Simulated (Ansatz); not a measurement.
# CH₄AlFO: how energies converge with the basis set

An exercise on one series of results from a longer session: the logs are not shown, and one member is left open.

Computed with Ansatz 0.2.0, Gaussian basis. Level: one geometry, several basis sets.

Levels to be run: PBE0-D4/def2-SVP; ωB97M-V/def2-SVP; PBE0-D4/def2-QZVPP; ωB97M-V/def2-QZVPP; the functionals' def2-TZVPP values are taken from earlier runs.

## The relaxed structure

The geometry comes from an earlier relaxation with PBE0-D4 in a triple-zeta def2 set; it is a stationary point, not always the lowest conformer.

8 atoms, charge 0, spin multiplicity 1.

Atoms are counted from 1 here; the program's logs count them from 0.

Bond lengths: O1–C2 1.529 Å, O1–Al3 1.940 Å, O1–H5 0.962 Å, C2–Al3 1.932 Å, C2–H6 1.089 Å, C2–H7 1.087 Å, Al3–F4 1.661 Å, Al3–H8 1.572 Å. Angles: C2–O1–Al3 66.4°, C2–O1–H5 111.3°, Al3–O1–H5 122.2°, O1–C2–Al3 67.0°, O1–C2–H6 109.1°, O1–C2–H7 106.9°, Al3–C2–H6 120.3°, Al3–C2–H7 127.4°, H6–C2–H7 111.1°, O1–Al3–C2 46.5°, O1–Al3–F4 107.9°, O1–Al3–H8 115.0°, C2–Al3–F4 114.7°, C2–Al3–H8 126.5°, F4–Al3–H8 118.7°.

Coordinates:

```xyz
8
CH4AlFO
O     0.04824    0.81793   -0.70887
C     0.40959    0.48992    0.73979
Al   -0.03139   -1.07720   -0.29986
F    -1.63128   -1.52043   -0.24092
H    -0.74078    1.36552   -0.75732
H    -0.33075    0.93539    1.40196
H     1.39689    0.90578    0.92153
H     0.97157   -1.97402   -1.11211
```

The first run:

The input, in.yaml:

```yaml
crystal:
  periodic: [false, false, false]
  atoms:
    - {symbol: O, position_ang: [0.048241, 0.817934, -0.708873]}
    - {symbol: C, position_ang: [0.409587, 0.489918, 0.739793]}
    - {symbol: Al, position_ang: [-0.031385, -1.077198, -0.299857]}
    - {symbol: F, position_ang: [-1.631275, -1.520428, -0.240923]}
    - {symbol: H, position_ang: [-0.740781, 1.365520, -0.757323]}
    - {symbol: H, position_ang: [-0.330749, 0.935394, 1.401962]}
    - {symbol: H, position_ang: [1.396891, 0.905782, 0.921535]}
    - {symbol: H, position_ang: [0.971570, -1.974024, -1.112114]}
basis:
  gaussian: {orbitals: def2-SVP}
hamiltonian: {xc: pbe0, dispersion: d4}
output: {orbitals: {seedname: orbitals}}
```

Launch:

```bash
> ansatz run in.yaml --threads 2 --pin off --events-out ev --progress --plain --max-ram 4352MiB
```

Among the steps run: PBE0-D4 in def2-SVP; ωB97M-V in def2-SVP; PBE0-D4 in def2-QZVPP; ωB97M-V in def2-QZVPP.

One of the session's tables, all rows but one given; the rest of the session is left out.

It belongs to the step «Functionals by basis». 

| functional | basis | HOMO (eV) | LUMO (eV) |
| --- | --- | --- | --- |
| PBE0-D4 | def2-SVP | -7.56 | 0.37 |
| PBE0-D4 | def2-TZVPP | -7.62 | -0.08 |
| PBE0-D4 | def2-QZVPP | ? | ? |
| ωB97M-V | def2-SVP | -9.83 | 2.09 |
| ωB97M-V | def2-TZVPP | -9.91 | 1.47 |
| ωB97M-V | def2-QZVPP | -9.94 | 0.81 |

**Question.** Estimate the row for PBE0-D4, def2-QZVPP.

The run gave: HOMO (eV): -7.64; LUMO (eV): -0.38. In the column «HOMO (eV)» it lies between ωB97M-V, def2-SVP (-9.83) and PBE0-D4, def2-TZVPP (-7.62).
